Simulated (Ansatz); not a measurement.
# CH5BBrN: basis-set convergence

An exercise on one series of results from a longer session: the logs are not shown, and one member is left open.

The runs use Ansatz 0.2.0, Gaussian basis; one geometry, several basis sets.

Plan: PBE0-D4/def2-SVP; ωB97M-V/def2-SVP; PBE0-D4/def2-QZVPP; ωB97M-V/def2-QZVPP; the functionals' def2-TZVPP values are taken from earlier runs.

## The geometry

All runs share one geometry, relaxed beforehand with PBE0-D4 in a triple-zeta def2 set.

9 atoms, charge 0, spin multiplicity 1.

Atoms are counted from 1 here; the program's logs count them from 0.

Bond lengths: N1–B2 1.380 Å, N1–H5 1.009 Å, N1–H6 1.005 Å, B2–C3 1.573 Å, B2–H7 1.200 Å, C3–Br4 1.953 Å, C3–H8 1.091 Å, C3–H9 1.091 Å. Angles: B2–N1–H5 121.6°, B2–N1–H6 123.6°, H5–N1–H6 114.8°, N1–B2–C3 122.7°, N1–B2–H7 119.6°, C3–B2–H7 117.7°, B2–C3–Br4 114.8°, B2–C3–H8 111.5°, B2–C3–H9 111.5°, Br4–C3–H8 105.7°, Br4–C3–H9 105.7°, H8–C3–H9 107.1°.

Set-up of the first run:

in.yaml

```yaml
crystal:
  periodic: [false, false, false]
  atoms:
    - {symbol: N, position_ang: [-0.366174, 1.281866, -0.515452]}
    - {symbol: B, position_ang: [0.465001, 0.453825, 0.210548]}
    - {symbol: C, position_ang: [0.210254, -1.091537, 0.352848]}
    - {symbol: Br, position_ang: [-1.374701, -1.748984, -0.578852]}
    - {symbol: H, position_ang: [-1.183236, 0.927386, -0.990194]}
    - {symbol: H, position_ang: [-0.216161, 2.270124, -0.616275]}
    - {symbol: H, position_ang: [1.426190, 0.914300, 0.762376]}
    - {symbol: H, position_ang: [0.080601, -1.380528, 1.397120]}
    - {symbol: H, position_ang: [1.046627, -1.672553, -0.039220]}
basis:
  gaussian: {orbitals: def2-SVP}
hamiltonian: {xc: pbe0, dispersion: d4}
output: {orbitals: {seedname: orbitals}}
```

Among the steps run: PBE0-D4 in def2-SVP; ωB97M-V in def2-SVP; PBE0-D4 in def2-QZVPP; ωB97M-V in def2-QZVPP.

One table of the session follows, with a row left open; its other results are not shown here.

It belongs to the step «Density functionals: the series». 

```
functional       basis  HOMO (eV)  LUMO (eV)
   PBE0-D4    def2-SVP      -7.58       0.54
   PBE0-D4  def2-TZVPP      -7.75       0.16
   PBE0-D4  def2-QZVPP      -7.77       0.03
   ωB97M-V    def2-SVP      -9.81       2.71
   ωB97M-V  def2-TZVPP     -10.00       2.07
   ωB97M-V  def2-QZVPP          ?          ?
```

**Question.** Estimate the row for ωB97M-V, def2-QZVPP.

As computed: HOMO (eV): -10.02; LUMO (eV): 1.64. In the column «HOMO (eV)» it is the lowest.
